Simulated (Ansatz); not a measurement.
**ClH₃O₃Ti: how energies converge with the basis set**

One table from this session's results is given with a row withheld; the runs are named, their logs left out.

Method: one geometry, several basis sets; program: Ansatz 0.2.0, Gaussian basis.

Plan: PBE0-D4/def2-SVP; ωB97M-V/def2-SVP; PBE0-D4/def2-QZVPP; ωB97M-V/def2-QZVPP; the functionals' def2-TZVPP values are taken from earlier runs.

**The geometry**

All runs share one geometry, relaxed beforehand with PBE0-D4 in a triple-zeta def2 set.

SMILES `[OH][Ti]([OH])([OH])[Cl]`, 8 atoms, charge 0, spin multiplicity 1.

Atoms are counted from 1 here; the program's logs count them from 0.

Bond lengths: O1–Ti2 1.780 Å, O1–H6 0.958 Å, Ti2–O3 1.786 Å, Ti2–O4 1.781 Å, Ti2–Cl5 2.220 Å, O3–H7 0.959 Å, O4–H8 0.957 Å. Angles: Ti2–O1–H6 134.3°, O1–Ti2–O3 108.5°, O1–Ti2–O4 111.3°, O1–Ti2–Cl5 108.4°, O3–Ti2–O4 109.3°, O3–Ti2–Cl5 110.9°, O4–Ti2–Cl5 108.3°, Ti2–O3–H7 129.5°, Ti2–O4–H8 135.9°.

Set-up of the first run:

The input, in.yaml:

```yaml
crystal:
  periodic: [false, false, false]
  atoms:
    - {symbol: O, position_ang: [-1.001044, 0.928869, 1.001603]}
    - {symbol: Ti, position_ang: [0.115048, 0.158886, -0.151283]}
    - {symbol: O, position_ang: [1.751788, 0.150454, 0.563352]}
    - {symbol: O, position_ang: [-0.377603, -1.513804, -0.511389]}
    - {symbol: Cl, position_ang: [0.081099, 1.319607, -2.043068]}
    - {symbol: H, position_ang: [-1.786796, 1.469835, 0.912729]}
    - {symbol: H, position_ang: [2.446350, -0.506798, 0.489346]}
    - {symbol: H, position_ang: [-1.136641, -2.064148, -0.317090]}
basis:
  gaussian: {orbitals: def2-SVP}
hamiltonian: {xc: pbe0, dispersion: d4}
output: {orbitals: {seedname: orbitals}}
```

Run with:

```bash
$ ansatz run in.yaml --threads 4 --pin off --events-out ev --progress --plain --max-ram 10444MiB
```

Among the steps run: PBE0-D4 in def2-SVP; ωB97M-V in def2-SVP; PBE0-D4 in def2-QZVPP; ωB97M-V in def2-QZVPP.

One table of the session follows, with a row left open; its other results are not shown here.

It belongs to the step «Functionals by basis». 

```
functional       basis  HOMO (eV)  LUMO (eV)
   PBE0-D4    def2-SVP      -8.47      -1.81
   PBE0-D4  def2-TZVPP      -8.76      -1.96
   PBE0-D4  def2-QZVPP      -8.80      -1.99
   ωB97M-V    def2-SVP     -10.67       0.48
   ωB97M-V  def2-TZVPP     -11.03       0.27
   ωB97M-V  def2-QZVPP          ?          ?
```

Q: Estimate the row for ωB97M-V, def2-QZVPP from the others.

As computed: HOMO (eV): -11.07; LUMO (eV): 0.17. In the column «HOMO (eV)» it is the lowest.
